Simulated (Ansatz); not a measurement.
**Sr (fcc type): how the settings move a single-point run**

Question: which choices in the input matter for Sr (fcc type)?

Program: Ansatz 0.2.0. Level of theory: reference: DFT, LDA, all-electron LAPW, scalar-relativistic. These are calculated values, not measurements.

## (1) The starting structure

Symmetry: Fm-3m, No. 225, cubic system. Conventional cell: a = 4.268 Å, b = 4.268 Å, c = 4.268 Å, α = 90.00°, β = 90.00°, γ = 90.00°. Sr (site symmetry m-3m) is surrounded by 12 Sr at 3.02 Å.

Structure file:

```xyz
1
Lattice="0.0000 2.1340 2.1340 2.1340 0.0000 2.1340 2.1340 2.1340 0.0000" Properties=species:S:1:pos:R:3 pbc="T T T"
Sr    0.0000    0.0000    0.0000
```

## (2) The reference run

File input.yaml:

```yaml
crystal:
  lattice:
    - [0.0, 2.1340242794, 2.1340242794]
    - [2.1340242794, 0.0, 2.1340242794]
    - [2.1340242794, 2.1340242794, 0.0]
  atoms:
    - { symbol: Sr, position: [0.0, 0.0, 0.0] }
kpoints:
  mp_grid: { grid: [13, 13, 13] }
  band_path:
    path:
      - [0.0, 0.0, 0.0]
      - [0.5, 0.0, 0.5]
      - [0.625, 0.25, 0.625]
      - [0.375, 0.375, 0.75]
      - [0.0, 0.0, 0.0]
      - [0.5, 0.5, 0.5]
      - [0.5, 0.25, 0.75]
      - [0.5, 0.0, 0.5]
    npoints: 8
scf:
  occupations: { method: fermi_dirac, width: 0.05 }
hamiltonian:
  xc: lda
  pseudopotentials: { kind: all_electron, lapw: { basis_error: 0.001 } }
output:
  forces: true
  stress: true
  eigenvalues: true
  populations: true
  dos: { projected: true, de: 0.2, e_range: [-14, 8] }
```

The run is started by

```bash
$ ansatz run input.yaml --threads 1 --pin off --max-ram 2048MiB --backend cpu --events-out ev --progress --plain --runs-dir out
```

## (3) Changed: mp_grid.shift [0.5, 0.5, 0.5], occupations.method tetrahedron_uncorrected, xc pbe, width left out

Edit input.yaml of step 2 so:

```diff
@@ -8,3 +8,3 @@
 kpoints:
-  mp_grid: { grid: [13, 13, 13] }
+  mp_grid: { grid: [13, 13, 13], shift: [0.5, 0.5, 0.5] }
   band_path:
@@ -21,5 +21,5 @@
 scf:
-  occupations: { method: fermi_dirac, width: 0.05 }
+  occupations: { method: tetrahedron_uncorrected }
 hamiltonian:
-  xc: lda
+  xc: pbe
   pseudopotentials: { kind: all_electron, lapw: { basis_error: 0.001 } }
@@ -30,2 +30 @@
   populations: true
-  dos: { projected: true, de: 0.2, e_range: [-14, 8] }
```

Before running it: what results should come out? Wanted: for each run, ending; energy change; pressure; gap; force.

The runs gave:

| run | ending | energy change | pressure (GPa) | gap (eV) | force (eV/Å) | cycles | time |
| --- | --- | --- | --- | --- | --- | --- | --- |
| reference | converged | - | 43.1 | 0.00 | 0.00 | 5 | 6.5 s |
| 1: mp_grid.shift [0.5, 0.5, 0.5], occupations.method tetrahedron_uncorrected, xc pbe, width left out | converged | not comparable | 52.1 | 0.00 | 0.00 | 6 | 12 s |

Times don't compare one to one where runs were asked for different outputs or read a saved state (see the inputs); cycles may leave out searches for a lower state.

Residual by cycle in the longest SCF loop of each run; runs are numbered as in the table. The quantity is the density residual dr2, in eV.

| cycle | reference | run 1 |
| --- | --- | --- |
| 1 | 0.00985 | 0.0192 |
| 2 | 0.00265 | 0.00658 |
| 3 | 2.5e-4 | 6.7e-4 |
| 4 | 9.1e-6 | 1.6e-5 |
| 5 | 2.8e-8 | 3.6e-8 |
| 6 | - | 6.1e-11 |

**Reading.** A change of functional puts the total energy on another scale; the pressure goes from 43.1 to 52.1 GPa. The k-point mesh and smearing changed too. The structure is not at rest: the sound run finds 43 GPa, so these are no properties of the relaxed crystal. 
